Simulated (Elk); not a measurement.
Something may be wrong with this Elk 11.2.3 (patched build) calculation of In.

Contents of elk.in:

```
tasks
  0

xctype
  3

rgkmax
  7.0

gmaxvr
  12.0

lmaxo
  1

nempty
  8

epspot
  1e-06

epsengy
  1e-05

maxscl
  50

stype
  3

swidth
  0.001837466

lmaxapw
  2

tforce
  .true.

sppath
  './'

avec
  6.38301155967 0.00000000000 0.00000000000
  0.46530669847 6.36602907998 0.00000000000
  0.00000000000 0.00000000000 45.72928130544

atoms
  1
  'In.in'
  5
  0.5000000000 0.5000000000 0.3099315259   0.000 0.000 0.000
  0.0000000000 0.0000000000 0.4049657630   0.000 0.000 0.000
  0.5000000000 0.5000000000 0.5000000000   0.000 0.000 0.000
  0.0000000000 0.0000000000 0.5950342370   0.000 0.000 0.000
  0.5000000000 0.5000000000 0.6900684741   0.000 0.000 0.000

ngridk
  8 8 1
```

The input In.in:

```
 'In'                                       : spsymb
 'indium'                                   : spname
  -49.0000                                  : spzn
   209300.4102                              : spmass
  0.285714E-06    2.6000    54.7600    600    : rminsp, rmt, rmaxsp, nrmt
  16                                        : nstsp
   1   0   1   2.00000  T                   : nsp, lsp, ksp, occsp, spcore
   2   0   1   2.00000  T
   2   1   1   2.00000  T
   2   1   2   4.00000  T
   3   0   1   2.00000  T
   3   1   1   2.00000  T
   3   1   2   4.00000  T
   3   2   2   4.00000  T
   3   2   3   6.00000  T
   4   0   1   2.00000  T
   4   1   1   2.00000  F
   4   1   2   4.00000  F
   4   2   2   4.00000  F
   4   2   3   6.00000  F
   5   0   1   2.00000  F
   5   1   1   1.00000  F
   1                                        : apword
    0.1500   0  F                           : apwe0, apwdm, apwve
   0                                        : nlx
   5                                        : nlorb
   0   2                                    : lorbl, lorbord
    0.1500   0  F                           : lorbe0, lorbdm, lorbve
    0.1500   1  F
   1   2                                    : lorbl, lorbord
    0.1500   0  F                           : lorbe0, lorbdm, lorbve
    0.1500   1  F
   2   2                                    : lorbl, lorbord
    0.1500   0  F                           : lorbe0, lorbdm, lorbve
    0.1500   1  F
   1   2                                    : lorbl, lorbord
    0.1500   0  F                           : lorbe0, lorbdm, lorbve
   -2.7840   0  T
   2   2                                    : lorbl, lorbord
    0.1500   0  F                           : lorbe0, lorbdm, lorbve
   -0.6687   0  T
```

Potentials or basis: APW+lo light.

Launch:

```console
$ OMP_NUM_THREADS=8 elk
```

Output:

```text
┌─────────────────────────────────┐
│ Elk code version 11.2.3 started │
└─────────────────────────────────┘

Error(readinput): lmaxo < 3 : 1
```

Problem. How did it end, and where is the flaw?

Solution. The input was rejected before any iteration. The input holds a flaw that was put in on purpose: angular cutoffs far too low (lmaxapw = 2; lmaxo = 1).
